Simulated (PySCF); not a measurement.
# C5H5BO: the cost of one run

The runs use PySCF 2.14.0, with density-fitted response routines of our own; the level of theory stands in each step. All values are computed, except where a source is named. Atoms are numbered from 0 throughout.

**1. Starting geometry**

12 atoms, charge 0, multiplicity 1; geometry from: GFN2-xTB. The atoms were then displaced at random by about 0.01 Å, so the start is not that level's minimum.

Bonds of the start (Å): C0–C1 1.23, C1–C2 1.37, C2–C3 1.16, C3–B4 1.55, B4–O5 1.34, O5–C6 1.39, C0–H7 1.05, B4–H8 1.16, C6–H9 1.09, C6–H10 1.11, C6–H11 1.09.

**2. Geometry optimisation at PBE0-D3(BJ)/def2-SVP**

The job: settings as JSON, then the geometry in Å.

```
{"job": {"xc": "PBE0", "basis": "def2-SVP", "d3": "d3bj", "grid": 1, "shake": 0.01, "kind": "geom"}, "charge": 0, "multiplicity": 1}
C      4.357630     0.511310     1.236550
C      3.203920     0.330770     0.854690
C      1.919590     0.108720     0.422560
C      0.836760    -0.085570     0.048520
B     -0.599850    -0.389970    -0.457410
O     -1.559530     0.499530    -0.161880
C     -2.884330     0.366390    -0.548880
H      5.332400     0.718290     1.556410
H     -0.804410    -1.366080    -1.049840
H     -3.074200    -0.552280    -1.107560
H     -3.530430     0.363100     0.354700
H     -3.157880     1.232240    -1.156890
```

Command:

```bash
$ OMP_NUM_THREADS=1 python probes_run.py task.json out
```

This one command runs all jobs of the session in turn.

**Question.** How long does this first job take on 1 thread of Arm Neoverse V2, shared host, and how much memory does it need?

About 41 s, with a peak of 0.49 GiB.
